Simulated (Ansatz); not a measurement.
# CH7BFGeN: how energies converge with the basis set

How large a basis does CH7BFGeN need? Two functionals are run in growing sets.

Computed with Ansatz 0.2.0, Gaussian basis. Level: one geometry, several basis sets.

Levels to be run: PBE0-D4/def2-SVP; ωB97M-V/def2-SVP; PBE0-D4/def2-QZVPP; ωB97M-V/def2-QZVPP; the functionals' def2-TZVPP values are taken from earlier runs.

## (1) The relaxed structure

All runs share one geometry, relaxed beforehand with PBE0-D4 in a triple-zeta def2 set.

SMILES `B[NH][GeH]([CH3])[F]`, 12 atoms, charge 0, spin multiplicity 1.

Atoms are counted from 1 here; the program's logs count them from 0.

Bond lengths: B1–N2 1.396 Å, B1–H6 1.198 Å, B1–H7 1.199 Å, N2–Ge3 1.838 Å, N2–H8 1.010 Å, Ge3–C4 1.932 Å, Ge3–F5 1.746 Å, Ge3–H9 1.530 Å, C4–H10 1.090 Å, C4–H11 1.091 Å, C4–H12 1.091 Å. Angles: N2–B1–H6 119.8°, N2–B1–H7 118.9°, H6–B1–H7 121.3°, B1–N2–Ge3 125.5°, B1–N2–H8 118.1°, Ge3–N2–H8 116.4°, N2–Ge3–C4 111.7°, N2–Ge3–F5 106.5°, N2–Ge3–H9 107.9°, C4–Ge3–F5 105.4°, C4–Ge3–H9 117.8°, F5–Ge3–H9 106.9°, Ge3–C4–H10 109.9°, Ge3–C4–H11 110.4°, Ge3–C4–H12 109.7°, H10–C4–H11 109.1°, H10–C4–H12 108.6°, H11–C4–H12 109.0°.

## (2) PBE0-D4 in def2-SVP

in.yaml reads:

```yaml
crystal:
  periodic: [false, false, false]
  atoms:
    - {symbol: B, position_ang: [-1.949358, -1.110009, 0.687175]}
    - {symbol: N, position_ang: [-1.045694, -0.516027, -0.195205]}
    - {symbol: Ge, position_ang: [0.244411, 0.709406, 0.264479]}
    - {symbol: C, position_ang: [1.912267, 0.366262, -0.647753]}
    - {symbol: F, position_ang: [-0.302300, 2.254665, -0.336375]}
    - {symbol: H, position_ang: [-2.756311, -1.893520, 0.274833]}
    - {symbol: H, position_ang: [-1.893573, -0.828224, 1.851210]}
    - {symbol: H, position_ang: [-1.106938, -0.758252, -1.174025]}
    - {symbol: H, position_ang: [0.273286, 0.811497, 1.790869]}
    - {symbol: H, position_ang: [2.628038, 1.157698, -0.424032]}
    - {symbol: H, position_ang: [2.328621, -0.591209, -0.331693]}
    - {symbol: H, position_ang: [1.744551, 0.342512, -1.725485]}
basis:
  gaussian: {orbitals: def2-SVP}
hamiltonian: {xc: pbe0, dispersion: d4}
output: {orbitals: {seedname: orbitals}}
```

Further steps of the session: ωB97M-V in def2-SVP; PBE0-D4 in def2-QZVPP; ωB97M-V in def2-QZVPP.

Q: Predict the results of all the runs planned. Wanted: PBE0-D4: double and triple zeta above quadruple; ωB97M-V: double and triple zeta above quadruple.

**Answer**, as computed:

| quantity | value |
| --- | --- |
| PBE0-D4: double and triple zeta above quadruple | 15.92, 1.59 eV |
| ωB97M-V: double and triple zeta above quadruple | 16.12, 1.53 eV |

In words: PBE0-D4 gains 14.33 eV from double to triple zeta, then 1.59 eV more. Total energies overstate the basis error of differences, where much of it tends to cancel. The LUMO of ωB97M-V is positive and keeps falling with the basis (2.13 to 1.40 eV): an unbound level that the basis holds in place.
